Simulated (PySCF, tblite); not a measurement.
# C₅H₉BCl₂: geometry, infrared bands and NMR shifts

Aim: predict the infrared bands and NMR shifts of C₅H₉BCl₂ (`CC(C)=C(C)B(Cl)Cl`).

Computed with tblite 0.8.0 and PySCF 2.14.0, with density-fitted response routines of our own, on a single molecule in the gas phase. Atoms count from 0, in the outputs and in this text.

### 1 The molecule as given

17 atoms, charge 0, multiplicity 1; geometry from: force field or distance geometry start.

Bonds of the start (Å): C0–C1 1.53, C1–C2 1.52, C1–C3 1.36, C3–C4 1.52, C3–B5 1.59, B5–Cl6 1.84, B5–Cl7 1.86, C0–H8 1.11, C0–H9 1.12, C0–H10 1.10, C2–H11 1.10, C2–H12 1.11, C2–H13 1.10, C4–H14 1.10, C4–H15 1.10, C4–H16 1.11.

### 2 Geometry optimisation with GFN2-xTB

What the job is given:

```
{"job": {"kind": "relax", "xc": "GFN2-xTB", "basis": "xTB"}, "charge": 0, "multiplicity": 1}
C      1.308900    -1.343800    -0.300100
C      0.641200     0.000400    -0.024300
C      1.562700     1.200100     0.099400
C     -0.715400     0.106400     0.079500
C     -1.601200    -1.110500    -0.135400
B     -1.465800     1.486800     0.333200
Cl    -3.134400     1.784300    -0.393300
Cl    -0.886200     2.676900     1.639700
H      0.908500    -1.771000    -1.243200
H      1.102000    -2.044800     0.542300
H      2.398100    -1.253700    -0.408800
H      2.590600     0.964500    -0.205900
H      1.191500     2.020700    -0.557700
H      1.592100     1.553700     1.144600
H     -1.237600    -1.975400     0.434400
H     -1.620800    -1.356800    -1.212300
H     -2.641300    -0.925700     0.198100
```

On the command line:

```bash
$ OMP_NUM_THREADS=1 python probes_run.py task.json out
```

The driver reads the jobs from task.json and runs them one after another.

**Question.** This job is followed by: GFN2-xTB harmonic vibrations, gas phase; GIAO PBE0/pcSseg-1 NMR shielding, non-relativistic, gas phase. Predict these results of the whole session: strongest single infrared mode (GFN2-xTB); zero-point energy (GFN2-xTB); 13C shifts against TMS (PBE0/pcSseg-1); 1H shifts against TMS (PBE0/pcSseg-1, means over atoms taken as alike); 11B shifts against BF3·OEt2 (PBE0/pcSseg-1); 35Cl shifts against HCl (PBE0/pcSseg-1, means over atoms taken as alike).

The runs gave:

| quantity | value |
| --- | --- |
| strongest single infrared mode (GFN2-xTB) | 1600 cm⁻¹, 230 km/mol |
| zero-point energy (GFN2-xTB) | 81.9 kcal/mol |
| 13C shifts against TMS (PBE0/pcSseg-1) | 177.7, 138.1, 32.0, 30.2, 22.0 ppm |
| 1H shifts against TMS (PBE0/pcSseg-1, means over atoms taken as alike) | 2.58, 2.11, 2.02 ppm |
| 11B shifts against BF3·OEt2 (PBE0/pcSseg-1) | 50.9 ppm |
| 35Cl shifts against HCl (PBE0/pcSseg-1, means over atoms taken as alike) | 265 ppm |

In words: Relaxing lowered the energy by 0.451 eV in 81 steps; the close pair that moved most is B5–Cl7, from 1.860 to 1.730 Å. The lowest mode is slightly imaginary (8i cm⁻¹), a soft motion within the noise of the Hessian, so the minimum is not strictly shown. The strongest single mode, at 1600 cm⁻¹, moves mainly C1 and C3. Unscaled tight-binding wavenumbers are off by several per cent, some by more. Its intensities can rank the bands wrongly. At PBE0/pcSseg-1: Shielding is most anisotropic at Cl6, Cl7 (span 444 ppm, paramagnetic term -463 ppm).
